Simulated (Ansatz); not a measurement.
# C2H6SeZn: the cost of one run

The runs use Ansatz 0.2.0, Gaussian basis; the settings change from run to run.

### 1 The geometry

An earlier PBE0-D4 in a triple-zeta def2 set relaxation fixed the geometry.

SMILES `[CH3][Zn][Se]C`, 10 atoms, charge 0, spin multiplicity 1.

Atoms are counted from 1 here; the program's logs count them from 0.

Bond lengths: C1–Zn2 1.940 Å, C1–H5 1.092 Å, C1–H6 1.092 Å, C1–H7 1.092 Å, Zn2–Se3 2.297 Å, Se3–C4 1.968 Å, C4–H8 1.087 Å, C4–H9 1.087 Å, C4–H10 1.089 Å. Angles: Zn2–C1–H5 110.4°, Zn2–C1–H6 110.7°, Zn2–C1–H7 110.6°, H5–C1–H6 108.3°, H5–C1–H7 108.2°, H6–C1–H7 108.5°, C1–Zn2–Se3 179.6°, Zn2–Se3–C4 99.1°, Se3–C4–H8 111.0°, Se3–C4–H9 110.9°, Se3–C4–H10 106.0°, H8–C4–H9 110.5°, H8–C4–H10 109.1°, H9–C4–H10 109.2°.

### 2 wPBEh/cc-pVTZ

Set apart from the defaults: the search for lower states set to full.

in.yaml reads:

```yaml
crystal:
  periodic: [false, false, false]
  atoms:
    - {symbol: C, position_ang: [-1.475505, 1.959590, 0.531821]}
    - {symbol: Zn, position_ang: [0.094920, 0.961741, -0.015866]}
    - {symbol: Se, position_ang: [1.962497, -0.205958, -0.668806]}
    - {symbol: C, position_ang: [1.271647, -2.037251, -0.463335]}
    - {symbol: H, position_ang: [-2.322129, 1.285764, 0.682248]}
    - {symbol: H, position_ang: [-1.288598, 2.489730, 1.467978]}
    - {symbol: H, position_ang: [-1.751625, 2.690466, -0.231168]}
    - {symbol: H, position_ang: [0.419997, -2.207505, -1.117724]}
    - {symbol: H, position_ang: [1.003722, -2.237877, 0.571309]}
    - {symbol: H, position_ang: [2.085083, -2.698700, -0.756455]}
basis:
  gaussian: {orbitals: cc-pVTZ}
hamiltonian: {xc: {name: wPBEh}}
scf: {lower_state_search: full}
output: {forces: true}
```

The run is started by

```sh
$ ansatz run in.yaml --threads 4 --pin off --events-out ev --progress --plain --max-ram 10444MiB
```

Q: Estimate wall time and peak memory on 4 threads of INTEL XEON PLATINUM 8581C at 2.30GHz, shared host.

About 8.5 s, with a peak of 1 GiB.
